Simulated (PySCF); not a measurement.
# C2H6BBrSi: the cost of one run

The runs use PySCF 2.14.0, with density-fitted response routines of our own; the level of theory stands in each step. All values are computed, except where a source is named. Atoms count from 0, in the outputs and in this text.

## 1. Starting geometry

11 atoms, charge 0, multiplicity 1; geometry from: GFN2-xTB.

Bonds of the start (Å): C0–C1 1.34, C1–B2 1.54, B2–Si3 1.95, Si3–Br4 2.25, C0–H5 1.08, C0–H6 1.08, C1–H7 1.09, B2–H8 1.17, Si3–H9 1.47, Si3–H10 1.47.

## 2. Excited states and response: CAM-B3LYP/def2-SVPD

What the job is given:

```
{"job": {"kind": "uv", "xc": "CAM-B3LYP", "basis": "def2-SVPD", "nstates": 8, "ntriplets": 3}, "charge": 0, "multiplicity": 1}
C     -2.273515     0.185611    -0.325268
C     -0.954606     0.403610    -0.286816
B      0.076457    -0.687648     0.056723
Si     1.962752    -0.279327     0.346245
Br     2.349660     1.924095     0.087544
H     -2.987290     0.965941    -0.543775
H     -2.688249    -0.790590    -0.125749
H     -0.626105     1.419842    -0.489259
H     -0.303124    -1.795030     0.156969
H      2.509988    -0.500654     1.689878
H      2.939458    -0.843180    -0.592455
```

With the program's defaults for keys left out, this is: TDDFT CAM-B3LYP/def2-SVPD, vertical, gas phase, core orbitals frozen in the response.

Command:

```console
$ OMP_NUM_THREADS=1 python probes_run.py task.json out
```

This one command runs all jobs of the session in turn.

Q: Estimate the wall time and peak memory of this job on 1 thread of Arm Neoverse N1, shared host.

About 47 s, with a peak of 0.75 GiB.
